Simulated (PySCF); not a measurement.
# C2H9GeOP: the cost of one run

Programs: PySCF 2.14.0, with density-fitted response routines of our own. Each step states its level of theory. These are calculated values for one molecule in the gas phase, unless marked as measured. Atoms are numbered from 0 throughout.

## 1. The molecule as given

14 atoms, charge 0, multiplicity 1; geometry from: PBE0-D3(BJ)/def2-SVP.

Bonds of the start (Å): C0–C1 1.51, C1–O2 1.41, O2–Ge3 1.78, Ge3–P4 2.31, C0–H5 1.10, C0–H6 1.10, C0–H7 1.10, C1–H8 1.11, C1–H9 1.11, Ge3–H10 1.55, Ge3–H11 1.55, P4–H12 1.43, P4–H13 1.43.

## 2. Shielding tensors: PBE0/6-31G*

Job settings and geometry (Å):

```
{"job": {"kind": "nmr", "xc": "PBE0", "basis": "6-31G*", "pop": true}, "charge": 0, "multiplicity": 1}
C     -2.306535     0.890520     0.065530
C     -1.266127    -0.204428     0.117155
O     -0.013696     0.341358    -0.213840
Ge     1.456078    -0.666528    -0.166592
P      3.120618     0.793966    -0.831358
H     -3.306133     0.496060     0.303531
H     -2.060811     1.685307     0.785358
H     -2.335773     1.339107    -0.938670
H     -1.540064    -1.017692    -0.586027
H     -1.247246    -0.657294     1.130000
H      1.702143    -1.144241     1.283069
H      1.244903    -1.887881    -1.092416
H      2.828148     0.628307    -2.219835
H      4.107295    -0.242674    -0.836147
```

Method: GIAO PBE0/6-31G* NMR shielding, non-relativistic, gas phase.

On the command line:

```
$ OMP_NUM_THREADS=1 python probes_run.py task.json out
```

This one command runs all jobs of the session in turn.

**Question.** How long does this first job take on 1 thread of Arm Neoverse V1, shared host, and how much memory does it need?

About 13 s, with a peak of 0.62 GiB.
